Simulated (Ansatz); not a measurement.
Write a Python script for Ansatz 0.2.0 through its Python package that makes a relaxation of the ions of Bi2Te3, space group R-3m. Settings: PBE, PAW, cutoff 435 eV, 6×6×6 k-points, cold smearing of 0.01 eV.

Input file `bi2te3.xyz`:
```text
5
Lattice="2.193 1.26612914 10.16566667 -2.193 1.26612914 10.16566667 0.0 -2.53225828 10.16566667" Properties=species:S:1:pos:R:3 pbc="T T T"
Bi    0.00000000   -0.00000000   12.19880000
Bi    0.00000000   -0.00000000   18.29820000
Te    0.00000000    0.00000000    0.00000000
Te    0.00000000   -0.00000000    6.38912150
Te    0.00000000   -0.00000000   24.10787850
```

`bi2te3.py`:
```python
# -*- coding: utf-8 -*-
'''Ionic relaxation of Bi2Te3.'''

import json

import ansatz as az
from ase import Atoms
from ase.neighborlist import neighbor_list
import numpy as np

KMESH = (6, 6, 6)
SMEARING = 'cold'

xtal = az.Crystal.from_extxyz('bi2te3.xyz')

calculation = xtal.calculation()
calculation = calculation.kpoints(mesh=KMESH)
calculation = calculation.occupations(SMEARING, width=10 * az.meV).basis(16 * az.Ha)
calculation = calculation.relax(max_steps=40).density()
calculation = calculation.band_table()
out = calculation.run(threads=1, events_out='bi2te3.ndjson')
with open('bi2te3.ndjson') as stream:
    events = [json.loads(line) for line in stream]
steps = [e['data'] for e in events if e['event'] == 'relax_step']
data = out.report
print('step   energy (eV)     max comp. (eV/A)  SCF')
for s in steps:
    print(f'{s["step"]:4d} {s["lagrangian_ev"]:15.5f} {s["allowed_force_max_ev_ang"]:12.4f} {s["n_scf"]:5d}')

first, last = steps[0], steps[-1]
symbols = [site.symbol for site in out.lattice.sites]
print(f'energy gained {first["lagrangian_ev"] - last["lagrangian_ev"]:.4f} eV in {len(steps) - 1} steps')

print('relaxed fractional positions')
for site in out.lattice.sites:
    print(f'  {site.symbol:2s}', ' '.join(f'{v % 1:8.5f}' for v in np.round(site.position_frac, 5)))

print('atom   start x y z (A)              end x y z (A)')
for symbol, a, b in zip(symbols, first['positions_ang'], last['positions_ang']):
    print(f'{symbol:3s}', ' '.join(f'{v:8.4f}' for v in a), '  ', ' '.join(f'{v:8.4f}' for v in b))

final = Atoms(symbols, positions=last['positions_ang'], cell=out.lattice.cell_ang, pbc=True)
i, j, d = neighbor_list('ijd', final, 4.5)
print('neighbours within 1.1 times the shortest distance of each atom (A)')
for atom in range(len(final)):
    near = [m for m in np.argsort(d) if i[m] == atom]
    shell = [m for m in near if d[m] < 1.1 * d[near[0]]]
    print(f'{symbols[atom]}{atom} ({len(shell)}):', ', '.join(f'{symbols[j[m]]} {d[m]:.3f}' for m in shell))

moved = np.linalg.norm(np.array(last['positions_ang']) - np.array(first['positions_ang']), axis=1)
print('displacement by atom (A):', ' '.join(f'{s}:{d:.3f}' for s, d in zip(symbols, moved)))

for key in ('converged', 'n_iterations', 'n_electrons', 'n_kpoints', 'n_pw', 'n_symmetry_ops', 'free_energy_ev', 'fermi_energy_ev'):
    print(f'{key:18s} {data[key]}')

rho = out.density()
total = sum(ch.density_e_per_ang3 for ch in rho.channels[:2]) if len(rho.channels) < 3 else rho.channels[0].density_e_per_ang3
print('grid', rho.dims, 'electrons', round(float(total.mean() * rho.cell_volume_ang3), 4))
profile = total.mean(axis=(0, 1))
print('planar average along grid axis 2 (e/A^3):')
print(np.array2string(profile[:: max(len(profile) // 16, 1)], precision=4))

# direct or indirect, as far as the mesh can tell
levels = np.array(data['eigenvalues_ev'])
filled = round(data['n_electrons'] / 2)
top, bottom = levels[:, filled - 1], levels[:, filled]
print('top of band', filled, 'at k =', data['kpoints_frac'][top.argmax()], f'{top.max():.4f} eV')
print('bottom of band', filled + 1, 'at k =', data['kpoints_frac'][bottom.argmin()], f'{bottom.min():.4f} eV')
print(f'gap by band count {bottom.min() - top.max():.3f} eV, least direct gap {(bottom - top).min():.3f} eV')
```

Output of `python bi2te3.py`:
```text
step   energy (eV)     max comp. (eV/A)  SCF
   1    -45734.11029       0.0382     6
   2    -45734.11043       0.0311     5
   3    -45734.11054       0.0005     5
energy gained 0.0003 eV in 2 steps
relaxed fractional positions
  Bi  0.39997  0.39997  0.39997
  Bi  0.60003  0.60003  0.60003
  Te  0.00000  0.00000  0.00000
  Te  0.20974  0.20974  0.20974
  Te  0.79026  0.79026  0.79026
atom   start x y z (A)              end x y z (A)
Bi    0.0000  -0.0000  12.1988      0.0000  -0.0000  12.1978
Bi    0.0000  -0.0000  18.2982      0.0000  -0.0000  18.2992
Te    0.0000   0.0000  -0.0000      0.0000   0.0000  -0.0000
Te    0.0000  -0.0000   6.3891     -0.0000  -0.0000   6.3963
Te    0.0000  -0.0000  24.1079     -0.0000  -0.0000  24.1007
neighbours within 1.1 times the shortest distance of each atom (A)
Bi0 (6): Te 3.071, Te 3.071, Te 3.071, Te 3.247, Te 3.247, Te 3.247
Bi1 (6): Te 3.071, Te 3.071, Te 3.071, Te 3.247, Te 3.247, Te 3.247
Te2 (6): Bi 3.247, Bi 3.247, Bi 3.247, Bi 3.247, Bi 3.247, Bi 3.247
Te3 (3): Bi 3.071, Bi 3.071, Bi 3.071
Te4 (3): Bi 3.071, Bi 3.071, Bi 3.071
displacement by atom (A): Bi:0.001 Bi:0.001 Te:0.000 Te:0.007 Te:0.007
converged          True
n_iterations       5
n_electrons        78.0
n_kpoints          32
n_pw               3545
n_symmetry_ops     12
free_energy_ev     -45734.11053896328
fermi_energy_ev    9.465225368005164
grid (30, 72, 30) electrons 78.0
planar average along grid axis 2 (e/A^3):
[0.477  0.469  0.4529 0.4442 0.4515 0.4717 0.494  0.5052 0.4968 0.4735
 0.4478 0.4306 0.4279 0.4359 0.4448 0.4482 0.4448 0.4359 0.4279 0.4306
 0.4478 0.4735 0.4968 0.5052 0.494  0.4717 0.4515 0.4442 0.4529 0.469 ]
top of band 39 at k = [0.0, 0.0, 0.0] 9.3126 eV
bottom of band 40 at k = [0.0, 0.0, 0.0] 9.6037 eV
gap by band count 0.291 eV, least direct gap 0.291 eV
```

Absolute energies stand on the zero of these potentials, so only differences at equal settings mean something. A total without «per atom» is that of the cell as typed. Spin-orbit coupling, left out here, can change this gap by several tenths of an eV, and inverted bands can meet off the mesh. The computed bands are complete only to about 4.2 eV above the Fermi level. An absolute Fermi energy rests on an arbitrary zero of the periodic potential and has no direct meaning. Energies along a relaxation are free energies. A last row that repeats the one before re-solves the same geometry more tightly. The gap on the mesh is very small: a semilocal functional closes or nearly closes the gap of many narrow semiconductors. In a crystal with a gap the Fermi level's place inside it depends on smearing and mesh. No functional is typed, so the default, PBE, holds. Grid values close to the nuclei reflect the PAW or pseudopotential construction, not the all-electron fields. The structure is a deposited one; some such entries were measured under pressure or heat, so a shift against it needn't be the functional's error alone. Levels are Kohn-Sham eigenvalues on this mesh, without spin-orbit coupling. Finished in 42 s on 1 thread of Arm Neoverse V2, on a shared host, peak memory 0.63 GiB.
